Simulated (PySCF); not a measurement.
**C₂H₁₁N₃SSi: electronic excitations**

Wanted: the electronic excitations of C₂H₁₁N₃SSi (`CN[Si](N)(N)SC`), by calculation.

Programs: PySCF 2.14.0, with density-fitted response routines of our own. Each step states its level of theory. These are calculated values for one molecule in the gas phase, unless marked as measured. Atoms count from 0, in the outputs and in this text.

**1. The molecule as given**

18 atoms, charge 0, multiplicity 1; geometry from: GFN2-xTB.

Bonds of the start (Å): C0–N1 1.44, N1–Si2 1.72, Si2–N3 1.72, Si2–N4 1.73, Si2–S5 2.17, S5–C6 1.82, C0–H7 1.10, C0–H8 1.09, C0–H9 1.09, N1–H10 1.01, N3–H11 1.01, N3–H12 1.01, N4–H13 1.01, N4–H14 1.01, C6–H15 1.08, C6–H16 1.08, C6–H17 1.09.

**2. Ultraviolet spectrum: wB97X-D/def2-SVPD**

Job settings and geometry (Å):

```
{"job": {"kind": "uv", "xc": "wB97X-D", "basis": "def2-SVPD", "nstates": 8, "ntriplets": 3}, "charge": 0, "multiplicity": 1}
C     -2.221912     0.151629    -0.521463
N     -1.111877     0.447486     0.354384
Si     0.226147    -0.613806     0.593452
N     -0.269907    -2.190439     1.075630
N      1.225560     0.280039     1.681567
S      1.426534    -1.000466    -1.167699
C      1.833862     0.717055    -1.607524
H     -2.034909     0.449822    -1.559313
H     -3.120345     0.663652    -0.170801
H     -2.403809    -0.920694    -0.507052
H     -0.928989     1.437455     0.411049
H     -1.069840    -2.285379     1.677701
H     -0.235108    -2.938463     0.403824
H      0.798622     0.615225     2.529258
H      2.126668    -0.117079     1.893311
H      2.543028     0.677533    -2.427598
H      2.274671     1.211243    -0.748370
H      0.932846     1.235266    -1.922012
```

Method: TDDFT wB97X-D/def2-SVPD, vertical, gas phase, core orbitals frozen in the response.

Predict these results of the whole session: lowest singlet (wB97X-D/def2-SVPD); brightest single state of those computed; lowest triplet.

**Answer**, as computed:

```
                                quantity                        value
      lowest singlet (wB97X-D/def2-SVPD)  5.83 eV (213 nm), f = 0.003
brightest single state of those computed  state 4, 6.90 eV, f = 0.064
                          lowest triplet                      5.46 eV
```

**Reading.** The first singlet state (HOMO→LUMO+1 0.69, HOMO−1→LUMO+1 0.09) lies at 5.83 eV and is weak; of the 8 states computed, the strongest absorption comes from state 4 at 6.90 eV. The lowest triplet lies 0.38 eV below the lowest singlet (triplets in Tamm-Dancoff, singlets in full TDDFT).
